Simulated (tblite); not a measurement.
# C5H11B2F: the cost of one run

The runs use tblite 0.8.0 and PySCF 2.14.0, with density-fitted response routines of our own; the level of theory stands in each step. All values are computed, except where a source is named. Atoms count from 0, in the outputs and in this text.

## Step 1: The molecule as given

19 atoms, charge 0, multiplicity 1; geometry from: force field or distance geometry start.

Bonds of the start (Å): C0–C1 1.53, C1–B2 1.56, B2–C3 1.58, C3–B4 1.60, B4–F5 1.44, B4–C6 1.60, C6–C7 1.53, C7–C1 1.51, C0–H8 1.10, C0–H9 1.11, C0–H10 1.10, C1–H11 1.10, B2–H12 1.18, C3–H13 1.09, C3–H14 1.12, C6–H15 1.11, C6–H16 1.11, C7–H17 1.10, C7–H18 1.11.

## Step 2: Optimising the geometry with GFN2-xTB

The job: settings as JSON, then the geometry in Å.

```
{"job": {"kind": "relax", "xc": "GFN2-xTB", "basis": "xTB"}, "charge": 0, "multiplicity": 1}
C      2.220900    -0.349500     0.201100
C      0.889300    -0.160300    -0.519800
B      0.381500     1.284100    -0.201300
C     -1.064600     1.601600     0.354600
B     -2.016300     0.323900     0.231600
F     -2.841900    -0.046000     1.357000
C     -1.417700    -0.885100    -0.631200
C     -0.068300    -1.193200     0.023700
H      2.212500    -1.312600     0.738700
H      2.340700     0.501300     0.909300
H      2.999800    -0.273500    -0.577000
H      1.044700    -0.312700    -1.596100
H      1.121400     2.205700    -0.274100
H     -1.536500     2.465000    -0.114800
H     -0.963200     1.815000     1.447700
H     -2.070400    -1.780700    -0.562700
H     -1.282700    -0.517900    -1.673000
H     -0.212100    -1.126300     1.111000
H      0.253200    -2.229400    -0.232100
```

Run with:

```
$ OMP_NUM_THREADS=1 python probes_run.py task.json out
```

One launch serves the whole session: the jobs run in the order shown.

**Question.** How long does this first job take on 1 thread of Arm Neoverse N1, shared host, and how much memory does it need?

About 1.5 s, with a peak of 0.18 GiB.
